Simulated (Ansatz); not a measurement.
## C₂H₅SSi, SMILES C=C[SiH2][S]: a rigid scan of one bond length, step by step

Computed with the Python package of Ansatz (0.2.0).

Notebook, run cell by cell (the value of a cell's last expression is shown):

In [1]:
```python
import ansatz as az
import numpy as np

GEOMETRY = '''
C     0.44310    1.10380   -1.04010
C     0.53100    0.39940    0.05230
Si   -0.66460   -0.85770    0.68890
S     0.45850   -2.71630    0.72720
H    -0.46660    1.06610   -1.72620
H     1.16560    1.87640   -1.33800
H     1.45100    0.51680    0.66810
H    -1.00400   -0.48970    2.07740
H    -1.82560   -0.94520   -0.12670
'''
```

In [2]:
```python
c2h5ssi = az.Crystal.molecule()
for line in GEOMETRY.strip().splitlines():
    symbol, *xyz = line.split()
    c2h5ssi = c2h5ssi.atom(symbol, [float(v) for v in xyz])
```

In [3]:
```python
symbols = [site.symbol for site in c2h5ssi.cartesian_sites]
start = np.array([site.position_ang for site in c2h5ssi.cartesian_sites])
axis = (start[4] - start[0]) / np.linalg.norm(start[4] - start[0])
moving = [4]
lengths, energies = [1.003, 1.049, 1.094, 1.14, 1.186, 1.231, 1.277, 1.345], []
for length in lengths:
    xyz = start.copy()
    xyz[moving] += (length - np.linalg.norm(start[4] - start[0])) * axis
    point = az.Crystal.molecule()
    for symbol, place in zip(symbols, xyz):
        point = point.atom(symbol, place.tolist())
    setup = (
        point.calculation()
        .basis(gaussian='def2-SVP')
        .functional('R2SCAN0')
        .spin('collinear', total=1)
    )
    r = setup.run(threads=1).report
    energies.append(r['free_energy_ev'])
    print(f'r = {length:6.3f} A  E = {energies[-1]:.5f} eV  <S^2> = {abs(r["mean_field"]["state"]["spin_squared"]):.3f}')

fit = np.polynomial.Polynomial.fit(lengths, np.array(energies) - min(energies), 4).convert()
roots = [r.real for r in fit.deriv().roots() if abs(r.imag) < 1e-9 and fit.deriv(2)(r.real) > 0]
r_e = min(roots, key=lambda r: abs(r - lengths[int(np.argmin(energies))]))
print(f'minimum of the fit at {r_e:.4f} A, force constant {fit.deriv(2)(r_e):.2f} eV/A^2')
```
```text
r =  1.003 A  E = -20856.41721 eV  <S^2> = 0.755
r =  1.049 A  E = -20856.55206 eV  <S^2> = 0.755
r =  1.094 A  E = -20856.59071 eV  <S^2> = 0.755
r =  1.140 A  E = -20856.55667 eV  <S^2> = 0.755
r =  1.186 A  E = -20856.46569 eV  <S^2> = 0.755
r =  1.231 A  E = -20856.33495 eV  <S^2> = 0.755
r =  1.277 A  E = -20856.16941 eV  <S^2> = 0.755
r =  1.345 A  E = -20855.88346 eV  <S^2> = 0.755
minimum of the fit at 1.0941 A, force constant 35.27 eV/A^2
```

Notes:
- Total energies depend on the basis set; only differences at equal settings carry meaning.
- The rest of the molecule is held rigid at a force-field or estimated start geometry, and the basis set is modest; single-reference methods fail as a bond breaks.
- The run takes the species as open-shell (spin multiplicity 2), which needn't be its ground state.
- The whole script took 3.6 min on 1 thread of Arm Neoverse V2, on a shared host, peak memory 0.38 GiB.
